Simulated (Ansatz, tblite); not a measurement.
**Ga4N4 wurtzite atom sphere (Ga4N4H14): a ladder of methods and basis sets**

One table from this session's results is given with a row withheld; the runs are named, their logs left out.

Program: Ansatz 0.2.0, Gaussian basis. Level of theory: as each input shows. These are calculated values, not measurements.

The runs, in order: GFN1-xTB, GFN2-xTB, PBE-D4/def2-TZVP, r2SCAN-D4/def2-TZVP, r2SCAN0-D4/def2-TZVP, LC-ωPBE/def2-TZVP, B3LYP-D4/def2-TZVP, PBE-D4/def2-SVP, PBE0-D4/def2-SVP, HF/STO-3G, CCSD(T)/def2-SVP, MP2/def2-TZVP, RPA/def2-TZVP.

## The geometry

The singlet was relaxed beforehand with r2SCAN-D4/def2-SVP.

22 atoms, charge 0, spin multiplicity 1.

Bond lengths: Ga1–N2 2.050 Å, Ga1–N4 1.973 Å, Ga1–H9 1.567 Å, Ga1–H10 1.581 Å, N2–Ga6 1.963 Å, N2–H11 1.026 Å, N2–H12 1.023 Å, Ga3–N4 1.973 Å, Ga3–N5 2.050 Å, Ga3–H13 1.581 Å, Ga3–H14 1.567 Å, N4–Ga7 1.973 Å, N4–H15 1.026 Å, N5–Ga6 1.963 Å, N5–H16 1.023 Å, N5–H17 1.026 Å, Ga6–N8 1.963 Å, Ga6–H18 1.561 Å and more. Angles: N2–Ga1–N4 96.9°, N2–Ga1–H9 107.9°, N2–Ga1–H10 102.5°, N4–Ga1–H9 112.2°, N4–Ga1–H10 111.5°, H9–Ga1–H10 122.2°, Ga1–N2–Ga6 112.7°, Ga1–N2–H11 106.9°, Ga1–N2–H12 109.5°, Ga6–N2–H11 109.9°, Ga6–N2–H12 112.0°, H11–N2–H12 105.5°, N4–Ga3–N5 96.9°, N4–Ga3–H13 111.5°, N4–Ga3–H14 112.2°, N5–Ga3–H13 102.5°, N5–Ga3–H14 107.9°, H13–Ga3–H14 122.2° and more.

PBE0-D4/def2-TZVP was run before; its log isn't repeated, and its numbers join the tables.

Set-up of the first run:

Tight binding, by tblite at 300 K electronic temperature and without a spin-polarisation term:

```python
tblite.interface.Calculator('GFN1-xTB', numbers, positions, charge=0, uhf=0).singlepoint()
```

Tight binding, by tblite at 300 K electronic temperature and without a spin-polarisation term:

```python
tblite.interface.Calculator('GFN2-xTB', numbers, positions, charge=0, uhf=0).singlepoint()
```

start.molden holds the orbitals of an earlier run on this state, given as this run's starting guess.

in.yaml reads:

```yaml
crystal:
  periodic: [false, false, false]
  atoms:
    - {symbol: Ga, position_ang: [-1.784609, -0.637252, -0.984748]}
    - {symbol: N, position_ang: [-1.249776, -1.237216, 0.900756]}
    - {symbol: Ga, position_ang: [1.439708, -1.229443, -0.988452]}
    - {symbol: N, position_ang: [-0.002360, -0.003669, -1.544730]}
    - {symbol: N, position_ang: [1.700647, -0.461694, 0.894002]}
    - {symbol: Ga, position_ang: [0.003007, 0.004391, 1.763458]}
    - {symbol: Ga, position_ang: [0.340201, 1.859401, -0.994236]}
    - {symbol: N, position_ang: [-0.446579, 1.705503, 0.892121]}
    - {symbol: H, position_ang: [-2.239088, -1.907169, -1.782976]}
    - {symbol: H, position_ang: [-2.763478, 0.570290, -0.693698]}
    - {symbol: H, position_ang: [-0.816104, -2.161937, 0.807578]}
    - {symbol: H, position_ang: [-2.091249, -1.385599, 1.463263]}
    - {symbol: H, position_ang: [0.884208, -2.680050, -0.691317]}
    - {symbol: H, position_ang: [2.763122, -0.990491, -1.793358]}
    - {symbol: H, position_ang: [-0.003952, -0.006224, -2.570829]}
    - {symbol: H, position_ang: [2.252789, -1.114604, 1.455549]}
    - {symbol: H, position_ang: [2.283902, 0.376184, 0.795906]}
    - {symbol: H, position_ang: [0.005534, 0.008260, 3.324772]}
    - {symbol: H, position_ang: [-0.532292, 2.884065, -1.797491]}
    - {symbol: H, position_ang: [1.875489, 2.104577, -0.704576]}
    - {symbol: H, position_ang: [-1.464292, 1.791215, 0.798469]}
    - {symbol: H, position_ang: [-0.154819, 2.511461, 1.450518]}
basis:
  gaussian: {orbitals: def2-TZVP, initial_orbitals: start.molden}
hamiltonian: {xc: pbe, dispersion: d4}
scf: {omitted_lower_state_checks: [starts]}
output: {orbitals: {seedname: orbitals}}
```

Started as:

```
ansatz run in.yaml --threads 2 --pin off --events-out ev --progress --plain --max-ram 22528MiB --backend cuda --devices 0, --max-vram 18GiB
```

Steps of the session up to this table: PBE-D4/def2-TZVP; r2SCAN-D4/def2-TZVP; r2SCAN0-D4/def2-TZVP; LC-ωPBE/def2-TZVP; B3LYP-D4/def2-TZVP; PBE-D4/def2-SVP; PBE0-D4/def2-SVP; HF/STO-3G; CCSD(T)/def2-SVP; MP2/def2-TZVP; RPA/def2-TZVP.

One table of the session follows, with a row left open; its other results are not shown here.

It belongs to the step «Binding energy». 

| method | binding an atom (eV) |
| --- | --- |
| HF/def2-SVP | 2.167 |
| HF/def2-TZVP | 2.137 |
| PBE-D4/def2-SVP | 3.146 |
| PBE-D4/def2-TZVP | ? |
| r2SCAN-D4/def2-TZVP | 3.112 |
| B3LYP-D4/def2-TZVP | 3.108 |
| PBE0-D4/def2-SVP | 3.112 |
| PBE0-D4/def2-TZVP | 3.089 |
| r2SCAN0-D4/def2-TZVP | 3.072 |
| LC-ωPBE/def2-TZVP | 3.105 |
| MP2/def2-SVP | 2.959 |
| MP2/def2-TZVP | 3.034 |
| CCSD/def2-SVP | 2.917 |
| CCSD(T)/def2-SVP | 2.951 |

Estimate the missing values for PBE-D4/def2-TZVP.

The run gave: binding an atom (eV): 3.124. In the column «binding an atom (eV)» it lies between PBE0-D4/def2-SVP (3.112) and PBE-D4/def2-SVP (3.146).

To keep in mind: Free atoms were run apart at each level; binding is atoms less cluster, divided by the number of atoms, without zero-point or spin-orbit terms.
